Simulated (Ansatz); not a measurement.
# GaH4+ (singlet): wave-function methods side by side at distance Ga1–H2 = 1.397 Å, cc-pVDZ

One table from this session's results is given with a row withheld; the runs are named, their logs left out.

Computed with Ansatz 0.2.0, Gaussian basis. Level: cc-pVDZ, core rule «outside noble gas», up to 14 orbitals frozen.

To be run: UHF; CCSD(T) on RHF; BCCD(T) on RHF; CISD; CCSDT(Q) on RHF; CASSCF and MRCISD+Q, 2 electrons in 2 orbitals; CASSCF and NEVPT2, 2 electrons in 2 orbitals; Full CI.

35 further runs of the same task are left out: 22 for a known fault of the program, 10 that didn't finish, 3 set aside as unsound or not needed.

## The system

The geometry derives from a PBE0/def2-TZVP stationary point (not a proven minimum). One bond is set to the value named and the two fragments are kept rigid. No spin-orbit coupling is included. The filled d shell of Ga may be among the frozen orbitals whatever the setting's name suggests; the logs give the count.

5 atoms, charge 1, spin multiplicity 1.

Atoms are counted from 1 here; the program's logs count them from 0.

Bond lengths: Ga1–H2 1.397 Å, Ga1–H4 1.527 Å, H3–H5 0.765 Å. Angles: H2–Ga1–H4 169.3°.

The first run:

Contents of in.yaml:

```yaml
crystal:
  periodic: [false, false, false]
  atoms:
    - {symbol: Ga, position_ang: [0.000000, 0.001774, -0.055360]}
    - {symbol: H, position_ang: [0.000000, 1.392661, -0.185900]}
    - {symbol: H, position_ang: [0.000000, 0.384296, 2.106724]}
    - {symbol: H, position_ang: [0.000000, -1.518899, -0.198081]}
    - {symbol: H, position_ang: [0.000000, -0.380748, 2.106724]}
basis:
  gaussian: {orbitals: cc-pVDZ}
total_charge: 1
magnetization: {spin_polarized: true, initial_magnetization: 0}
hamiltonian: {xc: hf}
output: {orbitals: {seedname: orbitals}}
```

The run is started by

```bash
ansatz run in.yaml --threads 1 --pin off --events-out ev --progress --plain --max-ram 2393MiB
```

Steps of the session up to this table: UHF; CCSD(T) on RHF; BCCD(T) on RHF; CISD; CCSDT(Q) on RHF; CASSCF and MRCISD+Q, 2 electrons in 2 orbitals; CASSCF and NEVPT2, 2 electrons in 2 orbitals; Full CI.

One table of the session follows, with a row left open; its other results are not shown here.

```
     method  from FCI (meV)
        RHF         +2798.9
       RMP2          +688.3
      RCCSD           +30.5
   RCCSD(T)            +8.2
    BCCD(T)            +8.0
     RCCSDT            +0.7
  RCCSDT(Q)            +0.2
CASSCF pair               ?
NEVPT2 pair          +644.9
        FCI               0
```

Q: Estimate the row for CASSCF pair from the others.

As computed: from FCI (meV): +2313.9. In the column «from FCI (meV)» it lies between RMP2 (+688.3) and RHF (+2798.9).

Not comparable, so not listed: CISD; CASSCF and MRCISD+Q, 2 electrons in 2 orbitals (they don't share determinant, frozen orbitals or solution with the rows shown, or repeat one).

Caveats from the session: Warnings in the runs' records: passed over end.
